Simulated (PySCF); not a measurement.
# C3H8BNSi: the cost of one run

Computed with PySCF 2.14.0, with density-fitted response routines of our own, on a single molecule in the gas phase. Atoms count from 0, in the outputs and in this text.

## (1) Starting geometry

14 atoms, charge 0, multiplicity 1; geometry from: PBE0-D3(BJ)/def2-SVP.

Bonds of the start (Å): C0–C1 1.45, C1–C2 1.23, C2–B3 1.50, B3–Si4 2.02, Si4–N5 1.74, C0–H6 1.10, C0–H7 1.10, C0–H8 1.10, B3–H9 1.21, Si4–H10 1.51, Si4–H11 1.50, N5–H12 1.01, N5–H13 1.01.

## (2) NMR shieldings: PBE0/6-31G*

What the job is given:

```
{"job": {"kind": "nmr", "xc": "PBE0", "basis": "6-31G*", "pop": true}, "charge": 0, "multiplicity": 1}
C     -3.556801     0.373356    -0.165194
C     -2.131768     0.621608    -0.215000
C     -0.927824     0.847244    -0.263416
B      0.551210     1.073737    -0.309504
Si     1.841190    -0.362445     0.270801
N      3.403436    -0.064510    -0.435406
H     -4.046247     1.084754     0.519362
H     -4.004932     0.523564    -1.160702
H     -3.791892    -0.648867     0.169696
H      0.969158     2.160567    -0.648679
H      1.800726    -0.368937     1.783868
H      1.411038    -1.738371    -0.136802
H      3.750168     0.888457    -0.441371
H      4.163477    -0.714781    -0.268399
```

Method: GIAO PBE0/6-31G* NMR shielding, non-relativistic, gas phase.

Run with:

```console
$ OMP_NUM_THREADS=1 python probes_run.py task.json out
```

One launch serves the whole session: the jobs run in the order shown.

Q: Estimate the wall time and peak memory of this first job on 1 thread of Arm Neoverse V1, shared host.

About 12 s, with a peak of 0.55 GiB.
